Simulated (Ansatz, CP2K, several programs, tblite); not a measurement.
Energy against volume for Ga4Sb3P, ordered on the zincblende lattice (P-43m) with 8 atoms a cell, at fixed shape and fractional coordinates, computed by several methods (PBE and r2SCAN, where shown, with plane waves in Ansatz); the cell shown is that of r2SCAN. With free coordinates or axes held, a curve is too stiff, and on another method's shape its minimum isn't the method's own volume. The symmetry is P-43m (No. 215, cubic); conventional cell a = 5.961 Å, 26.48 Å³ an atom. Around P lie 4 Ga at 2.44 Å; around Ga lie 1 P at 2.44 Å and 3 Sb at 2.63 Å; around Sb lie 4 Ga at 2.63 Å. Note: simulated data, non-magnetic, for a generated structure that need not be the stable one. Energies count from each curve's lowest point; fits are third-order Birch-Murnaghan.

```cif
data_structure
_symmetry_space_group_name_H-M 'P 1'
_symmetry_Int_Tables_number 1
_cell_length_a 5.9613
_cell_length_b 5.9613
_cell_length_c 5.9613
_cell_angle_alpha 90.000
_cell_angle_beta 90.000
_cell_angle_gamma 90.000
_cell_volume 211.85
loop_
_atom_site_label
_atom_site_type_symbol
_atom_site_fract_x
_atom_site_fract_y
_atom_site_fract_z
_atom_site_occupancy
P1 P 0.00000 0.00000 0.00000 1
Ga1 Ga 0.76372 0.76372 0.76372 1
Sb1 Sb 0.50000 0.50000 0.00000 1
Ga2 Ga 0.23628 0.23628 0.76372 1
Sb2 Sb 0.50000 0.00000 0.50000 1
Ga3 Ga 0.23628 0.76372 0.23628 1
Sb3 Sb 0.00000 0.50000 0.50000 1
Ga4 Ga 0.76372 0.23628 0.23628 1
```

Q: r2SCAN, on the shape of its own relaxed cell, gives
```
V (Å³/atom)  E (meV/atom)
     24.892         19.94
     25.687          4.68
     26.481          0.00
     27.275          4.29
     28.070         16.11
```
What equilibrium volume and bulk modulus follow?

A: V₀ = 26.48 Å³ an atom and B₀ = 60 GPa.

GFN1-xTB (tblite), on the shape of the cell shown, as a cluster of 64 atoms at the zone centre:
```tsv
V (Å³/atom)	E (meV/atom)
23.303	190.18
24.892	64.36
26.481	8.53
28.070	0.00
29.659	23.88
```
V₀ = 27.61 Å³ an atom and B₀ = 62 GPa.

PBE/SZV (CP2K), on the shape of the cell shown:
```tsv
V (Å³/atom)	E (meV/atom)
23.303	208.51
24.892	87.29
26.481	19.67
28.070	0.00
29.659	27.33
```
The points scatter about a smooth fit, a numerical artefact, so no fit is quoted.

PBE/DZVP (CP2K), on the shape of the cell shown:
```csv
V (Å³/atom),E (meV/atom)
23.303,170.27
24.892,69.39
26.481,13.52
28.070,0.00
29.659,32.23
```
The points scatter about a smooth fit, a numerical artefact, so no fit is quoted.

Q: PBE, on the shape of its own relaxed cell, gives
```tsv
V (Å³/atom)	E (meV/atom)
25.904	16.41
26.731	3.86
27.558	0.00
28.384	3.80
29.211	14.15
```
What equilibrium volume and bulk modulus follow?

A: V₀ = 27.54 Å³ an atom and B₀ = 49 GPa.
